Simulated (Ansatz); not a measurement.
# BH₅OS₂Si: one species, many methods

One table from this session's results is given with a row withheld; the runs are named, their logs left out.

Method: functionals in def2-TZVPP, the program's frozen cores in correlated methods; program: Ansatz 0.2.0, Gaussian basis.

Plan: PBE-D4, r2SCAN-D4, PBE0-D4, B3LYP-D4, ωB97X-V, ωB97M-V, B2PLYP; CCSD(T)/def2-TZVPP; MP2/def2-QZVPP; extrapolation to the limit.

### The relaxed structure

An earlier PBE0-D4 in a triple-zeta def2 set relaxation fixed the geometry.

SMILES `[SiH3]OB(S)S`, 10 atoms, charge 0, spin multiplicity 1.

Atoms are counted from 1 here; the program's logs count them from 0.

Bond lengths: Si1–O2 1.653 Å, Si1–H6 1.481 Å, Si1–H7 1.482 Å, Si1–H8 1.484 Å, O2–B3 1.351 Å, B3–S4 1.822 Å, B3–S5 1.814 Å, S4–H9 1.342 Å, S5–H10 1.343 Å. Angles: O2–Si1–H6 107.3°, O2–Si1–H7 108.3°, O2–Si1–H8 110.4°, H6–Si1–H7 110.2°, H6–Si1–H8 110.3°, H7–Si1–H8 110.2°, Si1–O2–B3 137.7°, O2–B3–S4 120.3°, O2–B3–S5 120.5°, S4–B3–S5 119.2°, B3–S4–H9 96.3°, B3–S5–H10 95.5°.

Set-up of the first run:

Input file in.yaml:

```yaml
crystal:
  periodic: [false, false, false]
  atoms:
    - {symbol: Si, position_ang: [1.372559, -1.151292, 0.346882]}
    - {symbol: O, position_ang: [0.362380, 0.151007, 0.471091]}
    - {symbol: B, position_ang: [-0.721546, 0.640204, -0.169573]}
    - {symbol: S, position_ang: [-1.381102, -0.207826, -1.641470]}
    - {symbol: S, position_ang: [-1.536854, 2.148717, 0.422281]}
    - {symbol: H, position_ang: [2.758993, -0.649385, 0.485138]}
    - {symbol: H, position_ang: [1.057209, -2.092790, 1.447137]}
    - {symbol: H, position_ang: [1.195169, -1.820936, -0.965717]}
    - {symbol: H, position_ang: [-2.400616, 0.637871, -1.855275]}
    - {symbol: H, position_ang: [-0.706182, 2.344430, 1.459506]}
basis:
  gaussian: {orbitals: def2-TZVPP}
hamiltonian: {xc: pbe, dispersion: d4}
output: {forces: true, orbitals: {seedname: orbitals}}
```

Launch:

```sh
ansatz run in.yaml --threads 2 --pin off --events-out ev --progress --plain --max-ram 22528MiB --backend cpu
```

Among the steps run: PBE-D4 (GGA); r2SCAN-D4 (meta-GGA); PBE0-D4 (hybrid); B3LYP-D4 (hybrid); ωB97X-V (range-separated); ωB97M-V (range-separated); B2PLYP (double hybrid); CCSD(T) in def2-TZVPP; MP2 in def2-QZVPP.

One table of the session follows, with a row left open; its other results are not shown here.

It belongs to the step «Atomisation energies». 

```
            method  atomisation energy (kcal/mol)
            PBE-D4                          846.0
         r2SCAN-D4                          843.7
           PBE0-D4                          834.1
          B3LYP-D4                          835.6
           ωB97X-V                          843.4
           ωB97M-V                          843.6
            B2PLYP                          826.1
     HF/def2-TZVPP                          618.8
    MP2/def2-TZVPP                          828.8
   CCSD/def2-TZVPP                              ?
CCSD(T)/def2-TZVPP                          813.6
           MP2/CBS                          852.6
       CCSD(T)/CBS                          837.5
```

**Question.** Estimate the row for CCSD/def2-TZVPP.

As computed: atomisation energy (kcal/mol): 800.5. In the column «atomisation energy (kcal/mol)» it lies between HF/def2-TZVPP (618.8) and CCSD(T)/def2-TZVPP (813.6).
